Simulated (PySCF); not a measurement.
# C₇H₈BN: magnetic properties

Computed with PySCF 2.14.0 and routines of our own; the level stands in each step. Atoms count from 0.

## (1) The starting structure

17 atoms, charge 0, multiplicity 1; geometry from: GFN2-xTB.

## (2) Magnetic properties: GIAO B3LYP/pcSseg-1

Job settings and geometry (Å):

```
{"job": {"kind": "mag", "xc": "B3LYP", "basis": "pcSseg-1", "isotopologues": 0}, "charge": 0, "multiplicity": 1}
C      3.247905    -0.926776    -0.205827
C      2.494495     0.008746    -0.137527
C      1.693906     1.160657    -0.069909
C      0.354531     1.183799     0.073658
B     -0.607545    -0.019694     0.190498
C     -0.168147    -1.509330    -0.049074
C     -2.128317     0.320831     0.566605
C     -2.739384     0.990775    -0.547113
N     -3.212976     1.520038    -1.444598
H      3.880782    -1.761727    -0.265290
H      2.259216     2.086058    -0.133768
H     -0.082494     2.177722     0.114024
H      0.544950    -1.818356     0.715349
H      0.358930    -1.622347    -0.995235
H     -0.990983    -2.220722    -0.037741
H     -2.729662    -0.561417     0.796428
H     -2.182206     1.003773     1.419611
```

Level: GIAO B3LYP/pcSseg-1 magnetisability, rotational g tensor and spin-rotation constants, non-relativistic, gas phase.

Command:

```bash
> OMP_NUM_THREADS=1 python excited_run.py task.json out
```

This one command runs all jobs of the session in turn.

Q: Estimate the wall time and peak memory of this first job on 1 thread of Arm Neoverse V1, shared host.

About 35 s, with a peak of 0.95 GiB.
